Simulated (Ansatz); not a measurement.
# GaH2 (quartet): wave-function methods side by side, cc-pVQZ

One table from this session's results is given with a row withheld; the runs are named, their logs left out.

Program: Ansatz 0.2.0, Gaussian basis. Level of theory: cc-pVQZ, core rule «outside noble gas», up to 14 orbitals frozen. These are calculated values, not measurements.

To be run: UHF; CCSD(T) on ROHF; CCSD(T) on UHF; BCCD(T) on ROHF; CCSDT(Q) on ROHF; CCSDT(Q) on UHF; CASSCF and MRCISD+Q, 5 electrons in 6 orbitals; CASSCF and NEVPT2, 5 electrons in 6 orbitals.

4 further runs of the same task are left out: 1 that didn't finish, 3 set aside as unsound or not needed.

## The system

The geometry is a PBE0/def2-TZVP stationary point (not a proven minimum) of the parent state, kept for this charge and spin. No spin-orbit coupling is included. The filled d shell of Ga may be among the frozen orbitals whatever the setting's name suggests; the logs give the count.

3 atoms, charge 0, spin multiplicity 4.

Atoms are counted from 1 here; the program's logs count them from 0.

Bond lengths: Ga1–H2 1.593 Å, Ga1–H3 1.593 Å. Angles: H2–Ga1–H3 120.5°.

The first run:

Contents of in.yaml:

```yaml
crystal:
  periodic: [false, false, false]
  atoms:
    - {symbol: Ga, position_ang: [0.000000, -0.022229, 0.000000]}
    - {symbol: H, position_ang: [0.000000, 0.768845, -1.383112]}
    - {symbol: H, position_ang: [0.000000, 0.768845, 1.383112]}
basis:
  gaussian: {orbitals: cc-pVQZ}
magnetization: {spin_polarized: true, initial_magnetization: 3}
hamiltonian: {xc: hf}
output: {orbitals: {seedname: orbitals}}
```

Command:

```
> ansatz run in.yaml --threads 1 --pin off --events-out ev --progress --plain --max-ram 3956MiB --backend cpu
```

Among the steps run: UHF; CCSD(T) on ROHF; CCSD(T) on UHF; BCCD(T) on ROHF; CCSDT(Q) on ROHF; CCSDT(Q) on UHF; CASSCF and MRCISD+Q, 5 electrons in 6 orbitals; CASSCF and NEVPT2, 5 electrons in 6 orbitals.

One table of the session follows, with a row left open; its other results are not shown here.

It belongs to the step «Misses and costs». 

```
          method  from RCCSDT(Q) (meV)
             UHF                     ?
            RMP2                +527.6
            UMP2                +580.3
           RCCSD                +109.1
           UCCSD                 +75.9
        RCCSD(T)                 +23.1
        UCCSD(T)                  -2.3
         BCCD(T)                 +23.9
          RCCSDT                  +3.1
          UCCSDT                 -22.4
       RCCSDT(Q)                     0
       UCCSDT(Q)                 -25.1
  CASSCF valence               +1403.5
  NEVPT2 valence                +355.1
  MRCISD valence                 +54.8
MRCISD+Q valence                   0.0
```

Estimate the missing values for UHF.

**Answer.** from RCCSDT(Q) (meV): +2164.1. In the column «from RCCSDT(Q) (meV)» it is the highest.

Left out of the table: ROHF (another determinant or state than the rows shown).

Limits of these values: The report flags that the cluster equations may have other roots. The program flags RCCSD(T), BCCD(T), RCCSDT(Q) as in doubt, so the zero of the table is itself unsure. Warnings: coupled cluster took another determinant than the lowest. Restricted and unrestricted rows rest on different reference determinants; where their highest levels disagree by more than a few hundredths of an eV, they describe different states and don't form one ladder.
